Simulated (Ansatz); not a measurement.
## S, space group Fm-3m: a check of PAW against all-electron LAPW, step by step

Program: Ansatz's Python interface.

Notebook, run cell by cell (the value of a cell's last expression is shown):

In [1]:
```python
import ansatz as az
import numpy as np
```

In [2]:
```python
def count_gap(report):
    # lowest empty less highest filled band, counting bands; zero where they overlap
    return max(report.get("gap_by_band_count_ev") or 0.0, 0.0)

lattice = az.Lattice.of(
    (0.0, 1.99435034, 1.99435034),
    (1.99435034, 0.0, 1.99435034),
    (1.99435034, 1.99435034, 0.0),
)
sites = [
    ("S", (0.0, 0.0, 0.0)),
]
crystal = az.Crystal(lattice=lattice)
for symbol, position in sites:
    crystal = crystal.atom(symbol, position)
```

In [3]:
```python
len(crystal.resolved().sites)
```
Out [3]:
```text
1
```

In [4]:
```python
base = (
    crystal.calculation()
    .functional("lda")
    .kpoints(mesh=(14, 14, 14))
    .occupations(az.OccupationsMethod.FERMI_DIRAC, width=50 * az.meV)
    .stress()
    .forces()
    .band_table()
)
variants = {
    "PAW": base.pseudopotentials("paw"),
    "LAPW": base.pseudopotentials("all_electron", lapw=True),
}
# totals differ by the cores that each treatment holds, so compare what does not depend on them
rows = []
for label, variant in variants.items():
    rep = variant.run(threads=1, backend="cpu").report
    levels = np.array(rep["eigenvalues_ev"][0]) - rep["fermi_energy_ev"]
    print(label, "levels at the first k-point near E_F:", np.round(levels[np.abs(levels) < 5], 3))
    rows.append((label, rep["n_electrons"], np.trace(rep["stress_gpa"]) / 3, count_gap(rep)))
print("     treatment  electrons in bands           P GPa  gap by band count eV")
for row in rows:
    print(f"{str(row[0]):>14s}  {row[1]:18.1f}  {row[2]:14.3f}  {row[3]:20.3f}")
```
```text
DeckWarning: basis.ecutwfc = 420 eV, auto-derived from the records' recommended cutoffs: set by S (normal level)
PAW levels at the first k-point near E_F: [3.17 3.17 3.17]
LAPW levels at the first k-point near E_F: [3.171 3.171 3.171]
     treatment  electrons in bands           P GPa  gap by band count eV
           PAW                 6.0          -6.745                 0.000
          LAPW                14.0          -6.706                 0.000
```

PAW gives -6.745 GPa and LAPW -6.706 GPa, 0.038 GPa apart. They took 0.9 and 4.1 s of processor time.

A gap by band count of zero or less means overlapping bands, a metal. At these settings the cell as given stands under about -7 GPa, so it isn't at this functional's equilibrium volume. This isn't the structure that S takes at ambient conditions. Gaps and levels are Kohn-Sham values on a finite set of k-points. Warnings are shown shortened and without file and line. Pressure is positive in compression; the treatments may keep other shells as core, so totals and counts of electrons can differ. Timing: 5.6 s on 1 thread of Arm Neoverse V1, with other jobs on the host, peak memory 0.37 GiB.
